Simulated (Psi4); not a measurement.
# doublet GaH2O2F+: levels of theory compared

Wanted: a comparison of 3 runs (UHF/3-21G, UB3LYP/6-31G*, UCCSD/6-31G*) of doublet GaH2O2F+. 

The calculation is run with Psi4 1.11.

1 further run of the same task is left out (it didn't finish). Runs told in other sessions of the task aren't counted.

### 1 The structure to begin with

The species is GaH2O2F+ (6 atoms), meant as a doublet with charge +1. SMILES of the parent species: `[OH][Ga]([OH])[F]`. The shape is that of a PBE0-D4/def2-TZVP optimisation. This is one conformer, not always the lowest. That shape belongs to the parent species and isn't relaxed for this state.

Bond lengths: O1–Ga2 1.769 Å, Ga2–O3 1.762 Å, Ga2–F4 1.743 Å, O1–H5 0.960 Å, O3–H6 0.960 Å. Angles: O1–Ga2–O3 123.2°, O1–Ga2–F4 118.9°, O3–Ga2–F4 117.8°, Ga2–O1–H5 113.2°, Ga2–O3–H6 112.9°.

### 2 Energy and gradient at UHF/3-21G (run 1)

File input.inp:

```
memory 2200 mb

molecule {
  1 2
  O
  Ga 1 r2
  O 2 r3 1 a3
  F 2 r4 3 a4 1 d4
  H 1 r5 2 a5 4 d5
  H 3 r6 2 a6 4 d6

  r2 = 1.76892
  r3 = 1.762072
  a3 = 123.2351
  r4 = 1.742668
  a4 = 117.83571
  d4 = -179.98927
  r5 = 0.960447
  a5 = 113.20602
  d5 = 0.05324
  r6 = 0.960499
  a6 = 112.92419
  d6 = -179.9743
  symmetry c1
}

set globals {
  basis 3-21G
  reference uhf
  puream true
  e_convergence 1e-09
  d_convergence 1e-08
  scf_type pk
  maxiter 100
}

result, w = gradient('hf', return_wfn=True)
```

The run is started by

```sh
psi4 input.inp input.out -n 1
```

input.out:

```text
[...]
  Running in c1 symmetry.
[...]
  Nuclear repulsion =  297.914345323238706
[...]
  Multiplicity = 2
[...]
  Nalpha       = 29
  Nbeta        = 28
[...]
    Number of basis functions: 53
[...]
   @UHF iter   1: -2162.17648288827741   -4.43515e+00   1.55662e-02 ADIIS/DIIS
[...]
   @UHF iter  28: -2162.53530521550147   -8.18545e-12   5.39547e-09 DIIS
[...]
   @S^2 Observed:                8.849035324E-01
[...]
  @UHF Final Energy: -2162.53530521550147
   => Energetics <=
    Nuclear Repulsion Energy =            297.9143453232387060
    One-Electron Energy =               -3598.3576981159876595
    Two-Electron Energy =                1137.9080475772475438
    Total Energy =                      -2162.5353052155014666
  UHF NO Occupations:
  HONO-2 :   27  A 1.9984631
  HONO-1 :   28  A 1.9337457
  HONO-0 :   29  A 1.0000000
  LUNO+0 :   30  A 0.0662543
  LUNO+1 :   31  A 0.0015369
[...]
 Multipole Moments:
 ------------------------------------------------------------------------------------
     Multipole            Electronic (a.u.)      Nuclear  (a.u.)        Total (a.u.)
 ------------------------------------------------------------------------------------
 L = 1.  Multiply by 2.5417464519 to convert [e a0] to [Debye]
 Dipole X            :         -0.0088652            0.0011783           -0.0076869
 Dipole Y            :          1.2257852           -2.5640136           -1.3382284
 Dipole Z            :          0.5597813           -2.3421604           -1.7823790
 Magnitude           :                                                    2.2288538
[...]
  -Total Gradient:
     Atom            X                  Y                   Z
    ------   -----------------  -----------------  -----------------
       1        0.000366457086     0.013058214217    -0.016559438546
       2       -0.000282725569    -0.056096695484    -0.051220306437
       3        0.000008278710    -0.011566186201     0.018496814024
       4        0.000157744211     0.038581888696     0.026534587317
       5       -0.000251853319    -0.017912573254     0.028470806504
       6        0.000002098882     0.033935352021    -0.005722462862
[...]
```

Run time: 3.3 s. Hardware: 1 thread of Intel Xeon Platinum 8375C at 2.90GHz (Ice Lake), shared host; peak memory 0.21 GiB.

### 3 Energy and gradient at UB3LYP/6-31G(d) (Cartesian functions) (run 2)

File run.py:

```python
import psi4

psi4.set_memory('2200 MB')
psi4.set_num_threads(1)
psi4.set_output_file('output.dat', False)

geom = psi4.geometry("""
1 2
O     -0.297200     1.351000    -0.574800
Ga    -0.068200    -0.342400    -0.117600
O      0.794400    -0.842300     1.335300
F     -0.722600    -1.588800    -1.144800
H     -0.788800     1.459000    -1.392800
H      1.124200    -0.100400     1.848500
symmetry c1
no_reorient
no_com
""")

psi4.set_options({
    'basis': '6-31G*',
    'reference': 'uks',
    'puream': False,
    'e_convergence': 1e-09,
    'd_convergence': 1e-08,
    'scf_type': 'pk',
    'dft_radial_points': 99,
    'dft_spherical_points': 590,
    'maxiter': 100,
})

e, wfn = psi4.gradient("b3lyp", molecule=geom, return_wfn=True)
psi4.oeprop(wfn, "MAYER_INDICES", "MULLIKEN_CHARGES", "DIPOLE")
print('gradient / Eh bohr^-1')
print(e.np.round(6))
print(f'energy = {wfn.energy():.10f} Eh')
```

The run is started by

```sh
python run.py
```

output.dat:

```text
[...]
  Running in c1 symmetry.
[...]
  Nuclear repulsion =  297.914371308642558
[...]
  Multiplicity = 2
[...]
  Nalpha       = 29
  Nbeta        = 28
[...]
    Number of basis functions: 84
[...]
   @UKS iter   1: -2173.87606540236129   -1.33542e+00   3.73708e-02 DIIS/ADIIS
[...]
   @UKS iter  18: -2175.77574522091527   -4.54747e-13   5.38221e-09 DIIS
[...]
   @S^2 Observed:                7.653016432E-01
[...]
  @UKS Final Energy: -2175.77574522091527
   => Energetics <=
    Nuclear Repulsion Energy =            297.9143713086425578
    One-Electron Energy =               -3609.5048832974180186
    Two-Electron Energy =                1218.9368833962937515
    DFT Exchange-Correlation Energy =     -83.1221166284336448
    Empirical Dispersion Energy =           0.0000000000000000
    VV10 Nonlocal Energy =                  0.0000000000000000
    Total Energy =                      -2175.7757452209157236
  UHF NO Occupations:
  HONO-2 :   27  A 1.9997110
  HONO-1 :   28  A 1.9931479
[...]
  -Total Gradient:
     Atom            X                  Y                   Z
    ------   -----------------  -----------------  -----------------
       1       -0.010179831971    -0.026157880255    -0.015644368860
       2        0.022935437322     0.047269591221     0.035852615029
       3       -0.007176092360     0.014775538495    -0.012570128161
       4       -0.006458191788    -0.013707809687    -0.010069399797
       5        0.013265802374    -0.007368465200     0.022289407228
       6       -0.012371153645    -0.014831522290    -0.019830669210
[...]
 Multipole Moments:
 ------------------------------------------------------------------------------------
     Multipole            Electronic (a.u.)      Nuclear  (a.u.)        Total (a.u.)
 ------------------------------------------------------------------------------------
 L = 1.  Multiply by 2.5417464519 to convert [e a0] to [Debye]
 Dipole X            :          8.3918051           -8.1345151            0.2572901
 Dipole Y            :         37.7679031          -36.8220694            0.9458336
 Dipole Z            :         14.3474021          -14.0011698            0.3462323
 Magnitude           :                                                    1.0395558
[...]
```

Standard output:

```text
gradient / Eh bohr^-1
[[-0.01018  -0.026158 -0.015644]
 [ 0.022935  0.04727   0.035853]
 [-0.007176  0.014776 -0.01257 ]
 [-0.006458 -0.013708 -0.010069]
 [ 0.013266 -0.007368  0.022289]
 [-0.012371 -0.014832 -0.019831]]
energy = -2175.7757452209 Eh
```

Wall time 33 s (1 thread of Intel Xeon Platinum 8375C at 2.90GHz (Ice Lake), shared host); peak memory 0.94 GiB.

### 4 A single-point energy at UCCSD/6-31G(d) (spherical functions) (run 3)

File job.json:

```json
{
  "schema_name": "qcschema_input",
  "schema_version": 1,
  "molecule": {
    "schema_name": "qcschema_molecule",
    "schema_version": 2,
    "symbols": ["O", "Ga", "O", "F", "H", "H"],
    "geometry": [-0.5616266, 2.55301999, -1.08621458, -0.12887932, -0.64704223, -0.22223179, 1.50119843, -1.59171631, 2.52335129, -1.3655161, -3.00239687, -2.16335847, -1.49061597, 2.75711042, -2.63201055, 2.12443011, -0.1897285, 3.49315874],
    "molecular_charge": 1,
    "molecular_multiplicity": 2,
    "fix_symmetry": "c1"
  },
  "driver": "energy",
  "model": {
    "method": "ccsd",
    "basis": "6-31G*"
  },
  "keywords": {
    "reference": "uhf",
    "puream": true,
    "e_convergence": 1e-09,
    "d_convergence": 1e-08,
    "scf_type": "pk",
    "num_frozen_docc": 12,
    "maxiter": 100
  }
}
```

The run is started by

```sh
psi4 --qcschema job.json -n 1 --memory 2200MB
```

stdout:

```text
[...]
  Running in c1 symmetry.
[...]
  Nuclear repulsion =  297.914371546032044
[...]
  Multiplicity = 2
[...]
  Nalpha       = 29
  Nbeta        = 28
[...]
    Number of basis functions: 78
[...]
   @UHF iter   1: -2171.59583978670571   -3.09833e+00   3.28782e-02 ADIIS/DIIS
[...]
   @UHF iter  30: -2172.94710302680960   -1.72804e-11   5.84052e-09 DIIS
[...]
   @S^2 Observed:                8.912814590E-01
[...]
    Orbital Energies [Eh]
    ---------------------
    Alpha Occupied:
       1A   -379.146506     2A    -48.520873     3A    -42.854212
       4A    -42.850389     5A    -42.849459     6A    -26.452654
       7A    -20.951652     8A    -20.944728     9A     -6.738984
      10A     -4.835029    11A     -4.833099    12A     -4.829499
      13A     -1.726192    14A     -1.715791    15A     -1.707162
      16A     -1.525054    17A     -1.521860    18A     -1.518092
      19A     -1.514584    20A     -1.509936    21A     -1.032420
      22A     -1.010650    23A     -0.936222    24A     -0.920696
      25A     -0.914549    26A     -0.880237    27A     -0.816303
      28A     -0.796140    29A     -0.795373
    Alpha Virtual:
[...]
  @UHF Final Energy: -2172.94710302680960
   => Energetics <=
    Nuclear Repulsion Energy =            297.9143715460320436
    One-Electron Energy =               -3610.0903419984942957
    Two-Electron Energy =                1139.2288674256521972
    Total Energy =                      -2172.9471030268096001
  UHF NO Occupations:
  HONO-2 :   27  A 1.9979686
  HONO-1 :   28  A 1.9319460
  HONO-0 :   29  A 1.0000000
  LUNO+0 :   30  A 0.0680540
  LUNO+1 :   31  A 0.0020314
[...]
 Multipole Moments:
 ------------------------------------------------------------------------------------
     Multipole            Electronic (a.u.)      Nuclear  (a.u.)        Total (a.u.)
 ------------------------------------------------------------------------------------
 L = 1.  Multiply by 2.5417464519 to convert [e a0] to [Debye]
 Dipole X            :         -0.4955885            0.9789232            0.4833347
 Dipole Y            :         -1.0686530            2.9808927            1.9122396
 Dipole Z            :         -0.7864463            1.4885783            0.7021321
 Magnitude           :                                                    2.0936242
[...]
      * MP2 total energy                      = -2173.704326868535190
[...]
      * CCSD total energy                     = -2173.705341699283053
[...]
```

The result, in JSON:

```text
{
 "driver": "energy",
 "model": {
  "method": "ccsd",
  "basis": "6-31G*"
 },
 "success": true,
 "return_result": -2173.705341699283,
 "properties": {
  "calcinfo_nbasis": 78,
  "calcinfo_nmo": 78,
  "calcinfo_nalpha": 29,
  "calcinfo_nbeta": 28,
  "calcinfo_natom": 6,
  "nuclear_repulsion_energy": 297.91437154603204,
  "return_energy": -2173.705341699283,
  "scf_one_electron_energy": -3610.0903419984943,
  "scf_two_electron_energy": 1139.2288674256522,
  "scf_dipole_moment": [0.4833346967366319, 1.912239644647338, 0.7021320724428048],
  "scf_total_energy": -2172.9471030268096,
  "scf_iterations": 30,
  "mp2_same_spin_correlation_energy": -0.22886321167927925,
  "mp2_opposite_spin_correlation_energy": -0.5283606300406145,
  "mp2_singles_energy": -2.257113660293108e-26,
  "mp2_doubles_energy": -0.7572238417198938,
  "mp2_correlation_energy": -0.7572238417198938,
  "mp2_total_energy": -2173.704326868535,
  "ccsd_same_spin_correlation_energy": -0.19961871246298996,
  "ccsd_opposite_spin_correlation_energy": -0.5586199600046984,
  "ccsd_singles_energy": 1.5284136346283596e-15,
  "ccsd_doubles_energy": -0.7582386724676884,
  "ccsd_correlation_energy": -0.7582386724676868,
  "ccsd_total_energy": -2173.705341699283,
  "ccsd_iterations": 37
 }
}
```

Wall time 1.7 min (1 thread of Intel Xeon Platinum 8375C at 2.90GHz (Ice Lake), shared host); peak memory 0.42 GiB.

### 5 Overview of the runs

| run | level | Cartesian functions | integration grid | energy (Eh) | HOMO energy (eV) | LUMO energy (eV) | ⟨S²⟩ | wall time |
| --- | --- | --- | --- | --- | --- | --- | --- | --- |
| 1 | UHF/3-21G | no | – | -2162.535305 | -15.67 | -9.25 | 0.885 | 3.3 s |
| 2 | UB3LYP/6-31G* (Cartesian functions) | yes | 99 radial × 590 angular | -2175.775745 | -15.61 | -14.31 | 0.765 | 33 s |
| 3 | UCCSD/6-31G* (spherical functions) | no | – | -2173.705342 | -16.02 | -9.78 | 0.891 | 1.7 min |

### 6 Summary of results

| quantity | value |
| --- | --- |
| run 3: total energy | -2173.70534 Eh |
| run 3: HOMO energy (Hartree–Fock orbitals) (highest over α and β) | -16.02 eV |
| run 3: LUMO energy (Hartree–Fock orbitals) (lowest over α and β) | -9.78 eV |
| run 3: correlation energy (12 core orbitals frozen) | -758.2 mEh |
| run 3: ⟨S²⟩ of the reference determinant | 0.891 |
| run 3: T1 diagnostic | 0.037 |

**Reading.** Spin contamination of the reference: run 3 ⟨S²⟩ = 0.89, run 1 ⟨S²⟩ = 0.88. All runs together took 2.3 min, the longest 1.7 min.
